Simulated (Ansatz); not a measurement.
# CH9NO2Si: the cost of one run

Program: Ansatz 0.2.0. Level of theory: RKS PBE-D4/6-31G. These are calculated values, not measurements.

1 further run of the same task is left out (it didn't finish).

## 1. Starting point

Bond lengths: Si1–O2 2.067 Å, O2–C3 1.388 Å, Si1–H4 1.452 Å, Si1–H5 1.453 Å, Si1–N6 1.729 Å, Si1–O8 2.071 Å, C3–H9 1.098 Å, C3–H10 1.096 Å, C3–H11 1.095 Å, N6–H12 1.007 Å, N6–H13 1.008 Å, O8–H14 0.955 Å. Angles (14 of 21 angles, heavy atoms first): Si1–O2–C3 118.2°, O2–Si1–N6 100.1°, O2–Si1–O8 70.1°, N6–Si1–O8 169.2°, O2–Si1–H4 109.3°, O2–Si1–H5 101.3°, H4–Si1–N6 98.2°, H4–Si1–O8 81.3°, H5–Si1–N6 98.7°, H5–Si1–O8 88.0°, O2–C3–H9 109.3°, O2–C3–H10 112.1°, O2–C3–H11 109.4°, Si1–N6–H12 121.4°.

As a file:

```xyz
14

Si   -1.0717    0.3734   -0.2626
O     0.9905    0.3336   -0.1314
C     1.5860   -0.7297    0.5335
H    -1.6411    0.0460    1.0325
H    -1.2663    1.2509   -1.4043
N    -1.3559   -1.1409   -1.0466
H     0.6640    1.3626    0.5500
O    -0.3999    2.0198    0.7984
H     2.6523   -0.5149    0.6802
H     1.1289   -0.9122    1.5127
H     1.4874   -1.6376   -0.0709
H    -1.3454   -2.0071   -0.5328
H    -1.0915   -1.3029   -2.0055
H    -0.3373    2.8590    0.3468
```

## 2. Pulling towards end A

Springs on the bonds that form and break draw the guess towards this end; the thresholds are loose.

Contents of input.yaml:

```yaml
crystal:
  periodic: [false, false, false]
  atoms:
    - { symbol: Si, position_ang: [-1.0717, 0.3734, -0.2626] }
    - { symbol: O, position_ang: [0.9905, 0.3336, -0.1314] }
    - { symbol: C, position_ang: [1.586, -0.7297, 0.5335] }
    - { symbol: H, position_ang: [-1.6411, 0.046, 1.0325] }
    - { symbol: H, position_ang: [-1.2663, 1.2509, -1.4043] }
    - { symbol: "N", position_ang: [-1.3559, -1.1409, -1.0466] }
    - { symbol: H, position_ang: [0.664, 1.3626, 0.55] }
    - { symbol: O, position_ang: [-0.3999, 2.0198, 0.7984] }
    - { symbol: H, position_ang: [2.6523, -0.5149, 0.6802] }
    - { symbol: H, position_ang: [1.1289, -0.9122, 1.5127] }
    - { symbol: H, position_ang: [1.4874, -1.6376, -0.0709] }
    - { symbol: H, position_ang: [-1.3454, -2.0071, -0.5328] }
    - { symbol: H, position_ang: [-1.0915, -1.3029, -2.0055] }
    - { symbol: H, position_ang: [-0.3373, 2.859, 0.3468] }
basis:
  gaussian: { orbitals: "6-31G" }
hamiltonian:
  xc: pbe
  dispersion: d4
relax:
  f_tol: 0.15
  max_steps: 25
  restrain:
    - { distance: [0, 7], at: 3.07, k: 30.0 }
    - { distance: [6, 1], at: 2.27, k: 30.0 }
    - { distance: [0, 1], at: 1.77, k: 30.0 }
    - { distance: [6, 7], at: 0.97, k: 30.0 }
```

Run with:

```sh
$ ansatz run input.yaml --threads 1 --pin off --max-ram 2048MiB --backend cpu --events-out ev --progress --plain --runs-dir out
```

**Question.** How long does this run take on 1 thread of Intel Xeon Platinum 8488C (Sapphire Rapids), shared host, and how much memory does it need?

About 31 s, with a peak of 0.18 GiB.
